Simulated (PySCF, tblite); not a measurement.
# C₇H₆NO radical: geometry, infrared bands and EPR parameters

Wanted: the infrared bands and EPR parameters of C₇H₆NO radical (`[NH]c1cccc(C=O)c1`), by calculation.

Computed with tblite 0.8.0 and PySCF 2.14.0, with density-fitted response routines of our own, on a single molecule in the gas phase. Atoms are numbered from 0 throughout.

## Step 1: Starting geometry

15 atoms, charge 0, multiplicity 2; geometry from: force field or distance geometry start.

Bonds of the start (Å): N0–C1 1.34, C1–C2 1.39, C2–C3 1.40, C3–C4 1.40, C4–C5 1.39, C5–C6 1.48, C6–O7 1.23, C5–C8 1.39, C8–C1 1.41, N0–H9 1.02, C2–H10 1.10, C3–H11 1.07, C4–H12 1.08, C6–H13 1.11, C8–H14 1.07.

## Step 2: Optimising the geometry with GFN2-xTB

The job: settings as JSON, then the geometry in Å.

```
{"job": {"kind": "relax", "xc": "GFN2-xTB", "basis": "xTB"}, "charge": 0, "multiplicity": 2}
N     -2.511700    -1.272700    -0.009200
C     -1.434900    -0.482200    -0.049400
C     -1.556300     0.886700    -0.248000
C     -0.455200     1.747800    -0.299400
C      0.823700     1.218900    -0.109900
C      0.970300    -0.150400     0.091900
C      2.316300    -0.732200     0.278700
O      3.352600    -0.065400     0.268100
C     -0.134100    -0.999600     0.134500
H     -2.224400    -2.237600     0.160300
H     -2.566000     1.301500    -0.389500
H     -0.603500     2.798800    -0.455500
H      1.685300     1.875200    -0.136700
H      2.352400    -1.826500     0.441600
H     -0.018700    -2.054400     0.300700
```

Run with:

```console
OMP_NUM_THREADS=1 python probes_run.py task.json out
```

This one command runs all jobs of the session in turn.

**Question.** This job is followed by: GFN2-xTB harmonic vibrations, gas phase; UKS B3LYP, pcH-1 on C H N O, non-relativistic, mean-field spin-orbit, GIAO. Predict these results of the whole session: strongest single infrared mode (GFN2-xTB); zero-point energy (GFN2-xTB); g(iso) (B3LYP); ⟨S²⟩; largest a(iso); potential on the surface of density 0.002 e/bohr³, 1st and 99th percentile.

The runs gave:

| quantity | value |
| --- | --- |
| strongest single infrared mode (GFN2-xTB) | 1752 cm⁻¹, 363 km/mol |
| zero-point energy (GFN2-xTB) | 68.2 kcal/mol |
| g(iso) (B3LYP) | 2.00341 |
| ⟨S²⟩ | 0.791 (exact 0.75) |
| largest a(iso) | 13C on C1, -41.6 MHz |
| potential on the surface of density 0.002 e/bohr³, 1st and 99th percentile | -1.57 V and 1.62 V |

**Reading.** Relaxing lowered the energy by 0.159 eV in 27 steps; the close pair that moved most is C1–C2, from 1.389 to 1.433 Å. All 39 modes are real, so the xTB geometry is a minimum. The strongest single mode, at 1752 cm⁻¹, moves mainly C6 and O7. Unscaled tight-binding wavenumbers are off by several per cent, some by more. Its intensities can rank the bands wrongly. The largest share of the spin, 0.59 e, sits on N0. The isotropic g lies 1.1 ppt above the free-electron value. These values are for one conformer; the search (at its own cheap level) found 1 more, at 0.15 kcal/mol, and measured spectra average over such forms.
